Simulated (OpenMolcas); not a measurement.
# CH2AlFO (SMILES F[CH]1[O][AlH]1) at 5 levels

We compute a comparison of 5 runs (HF/3-21G, B3LYP/6-31G*, B2PLYP/def2-SVP, PBE/cc-pVDZ) of CH2AlFO. 

The results are computed with OpenMolcas 26.06.

2 further runs of the same task are left out: 2 set aside as unsound or not needed.

## Step 1: Starting point

The species is CH2AlFO (6 atoms), meant as a singlet with charge 0. SMILES: `F[CH]1[O][AlH]1`. The shape comes from GFN2-xTB, which is rough for such elements, and wasn't checked as a minimum.

Bond lengths: F1–C2 1.363 Å, C2–Al4 1.924 Å, O3–Al4 1.660 Å, C2–H5 1.094 Å, Al4–H6 1.508 Å. Angles: F1–C2–Al4 117.5°, C2–Al4–O3 51.4°, F1–C2–H5 107.2°, Al4–C2–H5 134.9°, C2–Al4–H6 155.7°, O3–Al4–H6 152.0°. A long bond or contact: C2–O3 1.573 Å.

## Step 2: Energy and gradient at HF/3-21G (run 1)

run.inp

```
>>> EXPORT MOLCAS_PRINT=2
&gateway
baslib=$CurrDir
coord
6
angstrom
F        0.734280      -0.806660       1.443650
C        0.746120      -0.124320       0.263230
O       -0.186830      -0.899480      -0.738210
Al      -0.934060       0.542700      -0.395140
H        1.763960      -0.181650      -0.134340
H       -2.123480       1.469410      -0.439190
basis=3-21G
group=NoSym
&seward
&scf
thresholds=1e-10 1e-07 1e-07 1e-05
prorbitals=1 1
&alaska
```

The basis set 3-21G is read from a file made from the Basis Set Exchange's data (not shown).

Started as:

```bash
$ export MOLCAS_MEM=1860
$ pymolcas run.inp > run.log
```

What it wrote:

```text
--- Start Module: gateway ---
[...]
--- Stop Module: gateway /rc=_RC_ALL_IS_WELL_ ---
[...]
      Basis functions           44
[...]
--- Start Module: scf ---
[...]
       Convergence after  14 Iterations
[...]
::    Total SCF energy                               -452.6948865603
[...]
      Total spin, S                                     0.0000000000
[...]
      Total electronic charge=   38.000000
      Total            charge=   -0.000000
[...]
      Dipole Moment (debye):
      Origin of the operator (angstrom)=   -0.0743   -0.2009    0.0992
                   X= -1.7916E+00               Y=  3.8583E+00               Z= -1.2561E+00           Total=  4.4355E+00
      Quadrupole Moment (debye*angstrom):
[...]
--- Stop Module: scf /rc=_RC_ALL_IS_WELL_ ---
--- Start Module: alaska ---
[...]
 *              Molecular gradients               *
 **************************************************
  Irreducible representation: a
 ------------------------------------------------------------------------------------------
                              X                       Y                       Z
 ------------------------------------------------------------------------------------------
  F1                6.42195304627613E-05    6.65672188697553E-03   -2.54657277330654E-02
  C2               -8.86377907968106E-03    2.28301512547624E-02    3.85262438438834E-02
  O3               -2.75996796988223E-02    1.89372640666505E-02   -2.82258720140938E-03
  AL4               5.22718768912611E-03   -2.76237395180399E-02   -1.10150279053656E-02
  H5                1.41162261855472E-02   -9.55521349644548E-03   -3.22342904714978E-03
  H6                1.70558253733897E-02   -1.12451841939110E-02    4.00052804310694E-03
 ------------------------------------------------------------------------------------------
--- Stop Module: alaska /rc=_RC_ALL_IS_WELL_ ---
[...]
```

Wall time 2.3 s (1 thread of Arm Neoverse V1, shared host); peak memory 0.38 GiB.

## Step 3: Energy and forces at B3LYP/6-31G(d) (spherical functions) (run 2)

Edit run.inp of step 2 so:

```diff
@@ -12,8 +12,12 @@
 H       -2.123480       1.469410      -0.439190
-basis=3-21G
+basis=6-31Gs
 group=NoSym
 &seward
+gridinput
+Grid=UltraFine
+End of Grid
 &scf
+ksdft=B3LYP
 thresholds=1e-10 1e-07 1e-07 1e-05
-prorbitals=1 1
+prorbitals=1 2
 &alaska
```

The basis set 6-31G* is read from a file made from the Basis Set Exchange's data (not shown).

Started as:

```bash
$ export MOLCAS_MEM=1860
$ pymolcas run.inp > run.log
```

What it wrote:

```text
--- Start Module: gateway ---
[...]
--- Stop Module: gateway /rc=_RC_ALL_IS_WELL_ ---
[...]
      Basis functions           64
[...]
--- Start Module: scf ---
[...]
       Convergence after  14 Iterations
[...]
::    Total KS-DFT energy                            -456.7496447480
[...]
      Total spin, S                                     0.0000000000
[...]
      Total electronic charge=   38.000000
      Total            charge=   -0.000000
[...]
      Dipole Moment (debye):
      Origin of the operator (angstrom)=   -0.0743   -0.2009    0.0992
                   X= -1.3237E+00               Y=  2.6040E+00               Z= -8.9286E-01           Total=  3.0545E+00
      Quadrupole Moment (debye*angstrom):
[...]
--- Stop Module: scf /rc=_RC_ALL_IS_WELL_ ---
[...]
--- Start Module: alaska ---
[...]
 *              Molecular gradients               *
 **************************************************
  Irreducible representation: a
 ------------------------------------------------------------------------------------------
                              X                       Y                       Z
 ------------------------------------------------------------------------------------------
  F1               -1.98199982420277E-03    6.87004253575374E-04   -8.07159924553957E-03
  C2                1.68188047007103E-02    1.50668574683532E-02    1.94089681455081E-02
  O3               -2.40994268254801E-02    1.92972116515691E-02   -2.02175551564743E-03
  AL4              -1.10733665948288E-02   -2.05496622124208E-02   -1.43255531118300E-02
  H5                3.02617995977972E-03   -4.64782123774110E-03    1.04138490399963E-03
  H6                1.73098085840788E-02   -9.85358992340402E-03    3.96855482350986E-03
 ------------------------------------------------------------------------------------------
--- Stop Module: alaska /rc=_RC_ALL_IS_WELL_ ---
[...]
```

Run time: 18 s. Hardware: 1 thread of Arm Neoverse V1, shared host; peak memory 0.4 GiB.

Runs 3 to 4 aren't shown in full; the table further down has their settings and results.

## Step 4: Energy and gradient at PBE/cc-pVDZ (run 5)

mol.inp

```
&GATEWAY
BasLib=$CurrDir
Coord
6
angstrom
F        0.734280      -0.806660       1.443650
C        0.746120      -0.124320       0.263230
O       -0.186830      -0.899480      -0.738210
Al      -0.934060       0.542700      -0.395140
H        1.763960      -0.181650      -0.134340
H       -2.123480       1.469410      -0.439190
Basis=cc-pVDZ
Group=NoSym
&SEWARD
GridInput
Grid=UltraFine
End of Grid
&SCF
KSDFT=PBE
Thresholds=1e-10 1e-07 1e-07 1e-05
PrOrbitals=1
&ALASKA
```

The basis set cc-pVDZ is read from a file made from the Basis Set Exchange's data (not shown).

Started as:

```bash
$ export MOLCAS_MEM=1860
$ pymolcas mol.inp > mol.log
```

What it wrote:

```text
--- Start Module: gateway ---
[...]
--- Stop Module: gateway /rc=_RC_ALL_IS_WELL_ ---
[...]
      Basis functions           70
[...]
--- Start Module: scf ---
[...]
       Convergence after  18 Iterations
[...]
::    Total KS-DFT energy                            -456.3986712997
[...]
      Total spin, S                                     0.0000000000
[...]
      Total electronic charge=   38.000000
      Total            charge=   -0.000000
[...]
      Dipole Moment (debye):
      Origin of the operator (angstrom)=   -0.0743   -0.2009    0.0992
                   X= -1.2290E+00               Y=  2.2809E+00               Z= -8.2889E-01           Total=  2.7203E+00
      Quadrupole Moment (debye*angstrom):
[...]
--- Stop Module: scf /rc=_RC_ALL_IS_WELL_ ---
[...]
--- Start Module: alaska ---
[...]
 *              Molecular gradients               *
 **************************************************
  Irreducible representation: a
 ------------------------------------------------------------------------------------------
                              X                       Y                       Z
 ------------------------------------------------------------------------------------------
  F1               -6.43378237327852E-04    4.38964365099359E-03   -1.32605872448188E-02
  C2                1.78174480963804E-02    9.25696482776317E-03    1.53304849172540E-02
  O3               -3.05090705675229E-02    4.31438002612605E-02    6.15649774333704E-03
  AL4               6.53274530334258E-04   -4.05904109201778E-02   -1.80826068418751E-02
  H5               -7.95318725638960E-03   -4.24884916445456E-03    5.53553399574480E-03
  H6                2.06349134345136E-02   -1.19511486553350E-02    4.32067743032752E-03
 ------------------------------------------------------------------------------------------
--- Stop Module: alaska /rc=_RC_ALL_IS_WELL_ ---
[...]
```

Run time: 24 s. Hardware: 1 thread of Arm Neoverse V1, shared host; peak memory 0.41 GiB.

## Step 5: The series

| run | level | integration grid | Cartesian functions | energy (Eh) | dipole moment (D) | HOMO energy (eV) | LUMO energy (eV) | wall time |
| --- | --- | --- | --- | --- | --- | --- | --- | --- |
| 1 | HF/3-21G | – | no | -452.694887 | 4.44 | -9.79 | 1.46 | 2.3 s |
| 2 | B3LYP/6-31G* (spherical functions) | UltraFine | no | -456.749645 | 3.05 | -6.37 | -1.37 | 18 s |
| 3 | B3LYP/6-31G* (Cartesian functions) | UltraFine | yes | -456.754019 | 3.06 | -6.37 | -1.37 | 19 s |
| 4 | B2PLYP/def2-SVP | UltraFine | no | -456.209807 | 3.68 | -7.93 | -0.20 | 14 s |
| 5 | PBE/cc-pVDZ | UltraFine | no | -456.398671 | 2.72 | -5.29 | -1.98 | 24 s |

## Step 6: Summary of results

```
                       quantity          value
            run 5: total energy  -456.39867 Eh
           run 5: dipole moment         2.72 D
             run 5: HOMO energy       -5.29 eV
             run 5: LUMO energy       -1.98 eV
           run 5: HOMO–LUMO gap        3.31 eV
run 5: largest force on an atom     2.736 eV/Å
```

**Reading.** The dipole moment (its size) runs from 2.72 D (PBE/cc-pVDZ) to 4.44 D (HF/3-21G). The two ends differ in method and basis. The HOMO–LUMO gap runs from 3.31 eV (PBE/cc-pVDZ) to 11.24 eV (HF/3-21G). For B2PLYP the log adds the whole second-order term; the table takes 0.27 of it, as the functional is defined. Totals of different functionals can't be ranked against each other. All runs together took 76 s, the longest 24 s.
